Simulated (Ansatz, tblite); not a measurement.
**The cluster Sr₆S₅+: rung by rung**

The task here is to estimate one member of a computed series from the others.

Computed with Ansatz 0.2.0, Gaussian basis. Level: as each input shows.

Levels to be run: GFN1-xTB, GFN2-xTB, PBE-D4/def2-TZVP, r2SCAN-D4/def2-TZVP, HF/def2-TZVP, PBE-D4/def2-SVP, PBE0-D4/def2-SVP, MP2/def2-SVP, RPA/def2-SVP.

5 further runs of the same task are left out: 2 that didn't finish, 3 set aside as unsound or not needed. Runs told in other sessions of the task aren't counted.

## The geometry

The doublet was relaxed beforehand with r2SCAN-D4/def2-SVP. At that level it is the lowest of the isomers that a small search found.

11 atoms, charge 1, spin multiplicity 2.

Bond lengths: Sr1–S7 2.895 Å, Sr1–S8 2.987 Å, Sr1–S9 3.118 Å, Sr1–S11 2.882 Å, Sr2–S7 2.810 Å, Sr2–S8 2.816 Å, Sr2–S9 2.926 Å, Sr3–S7 2.749 Å, Sr3–S9 2.795 Å, Sr4–S8 2.982 Å, Sr4–S9 2.883 Å, Sr4–S10 2.897 Å, Sr4–S11 3.124 Å, Sr5–S8 2.815 Å, Sr5–S10 2.810 Å, Sr5–S11 2.926 Å, Sr6–S10 2.748 Å, Sr6–S11 2.794 Å. Angles: S7–Sr1–S8 94.3°, S7–Sr1–S9 75.6°, S7–Sr1–S11 171.0°, S8–Sr1–S9 76.6°, S8–Sr1–S11 80.4°, S9–Sr1–S11 96.0°, S7–Sr2–S8 100.1°, S7–Sr2–S9 80.0°, S8–Sr2–S9 82.5°, S7–Sr3–S9 83.5°, S8–Sr4–S9 80.4°, S8–Sr4–S10 94.3°, S8–Sr4–S11 76.7°, S9–Sr4–S10 170.7°, S9–Sr4–S11 95.8°, S10–Sr4–S11 75.5°, S8–Sr5–S10 100.1°, S8–Sr5–S11 82.6° and more.

Sr takes a core potential in the def2 sets. No spin-orbit coupling is included. The ion is computed in the gas phase, without counter-ions or solvent.

PBE0-D4/def2-TZVP was run before; its log isn't repeated, and its numbers join the tables.

The first run:

Tight binding, by tblite at 300 K electronic temperature and without a spin-polarisation term:

```python
tblite.interface.Calculator('GFN1-xTB', numbers, positions, charge=1, uhf=1).singlepoint()
```

Tight binding, by tblite at 300 K electronic temperature and without a spin-polarisation term:

```python
tblite.interface.Calculator('GFN2-xTB', numbers, positions, charge=1, uhf=1).singlepoint()
```

start.molden holds the orbitals of an earlier run on this state, given as this run's starting guess.

File in.yaml:

```yaml
crystal:
  periodic: [false, false, false]
  atoms:
    - {symbol: Sr, position_ang: [-0.252208, -0.297931, -0.163441]}
    - {symbol: Sr, position_ang: [1.209517, -3.468340, 0.691398]}
    - {symbol: Sr, position_ang: [3.133516, -1.332477, -1.911130]}
    - {symbol: Sr, position_ang: [-2.185486, -3.057228, -1.798208]}
    - {symbol: Sr, position_ang: [-4.093372, -1.693260, 0.924298]}
    - {symbol: Sr, position_ang: [-5.242665, -0.702690, -2.649013]}
    - {symbol: S, position_ang: [2.430919, -0.937864, 0.716793]}
    - {symbol: S, position_ang: [-1.477905, -2.722458, 1.079153]}
    - {symbol: S, position_ang: [0.651796, -2.609995, -2.049843]}
    - {symbol: S, position_ang: [-5.041972, -3.097711, -1.317209]}
    - {symbol: S, position_ang: [-2.925540, -0.078646, -1.217799]}
basis:
  gaussian: {orbitals: def2-TZVP, initial_orbitals: start.molden}
total_charge: 1
magnetization: {spin_polarized: true, initial_magnetization: 1}
hamiltonian: {xc: pbe, dispersion: d4}
scf: {omitted_lower_state_checks: [starts]}
output: {orbitals: {seedname: orbitals}}
```

Command:

```console
$ ansatz run in.yaml --threads 4 --pin off --events-out ev --progress --plain --max-ram 6963MiB
```

Steps of the session up to this table: PBE-D4/def2-TZVP; r2SCAN-D4/def2-TZVP; HF/def2-TZVP; PBE-D4/def2-SVP; PBE0-D4/def2-SVP; MP2/def2-SVP; RPA/def2-SVP.

One of the session's tables, all rows but one given; the rest of the session is left out.

It belongs to the step «Levels side by side». 

| level | HOMO (eV) | LUMO (eV) | gap (eV) |
| --- | --- | --- | --- |
| HF/def2-TZVP | -5.72 | -3.35 | 2.37 |
| PBE-D4/def2-SVP | ? | ? | ? |
| PBE-D4/def2-TZVP | -5.21 | -5.04 | 0.17 |
| r2SCAN-D4/def2-TZVP | -5.15 | -5.01 | 0.14 |
| PBE0-D4/def2-SVP | -5.36 | -4.77 | 0.60 |
| PBE0-D4/def2-TZVP | -5.34 | -4.73 | 0.60 |

Estimate the missing values for PBE-D4/def2-SVP.

**Answer.** HOMO (eV): -5.24; LUMO (eV): -5.07; gap (eV): 0.17. In the column «HOMO (eV)» it lies between PBE0-D4/def2-TZVP (-5.34) and PBE-D4/def2-TZVP (-5.21).
